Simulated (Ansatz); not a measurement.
# AlBrClHO: the cost of one run

All numbers below are computed with Ansatz 0.2.0 (RKS PBE0-D4/def2-SVP).

## 1. The system as given

Bond lengths: O1–Al2 1.797 Å, Al2–Cl3 2.184 Å, Al2–Br4 2.326 Å, O1–H5 0.990 Å. Angles: O1–Al2–Cl3 118.7°, O1–Al2–Br4 121.8°, Cl3–Al2–Br4 119.4°, Al2–O1–H5 107.0°.

Structure file:

```xyz
5

O    -0.0748    1.4075    0.4289
Al   -0.1404   -0.3551    0.0868
Cl    1.1093   -1.7014    1.2685
Br   -1.4378   -1.2227   -1.6379
H     0.5937    1.7981   -0.1878
```

## 2. End point A

Input file input.yaml:

```yaml
crystal:
  periodic: [false, false, false]
  atoms:
    - { symbol: O, position_ang: [-0.0748, 1.4075, 0.4289] }
    - { symbol: Al, position_ang: [-0.1404, -0.3551, 0.0868] }
    - { symbol: Cl, position_ang: [1.1093, -1.7014, 1.2685] }
    - { symbol: Br, position_ang: [-1.4378, -1.2227, -1.6379] }
    - { symbol: H, position_ang: [0.5937, 1.7981, -0.1878] }
basis:
  gaussian: { orbitals: def2-SVP }
hamiltonian:
  xc: pbe0
  dispersion: d4
relax:
  f_tol: 0.015
  max_steps: 40
```

Command:

```bash
$ ansatz run input.yaml --threads 1 --pin off --max-ram 2048MiB --backend cpu --events-out ev --progress --plain --runs-dir out
```

**Question.** How long does this run take on 1 thread of AMD EPYC 9R45 (Zen 5), shared host, and how much memory does it need?

About 19 s, with a peak of 0.2 GiB.
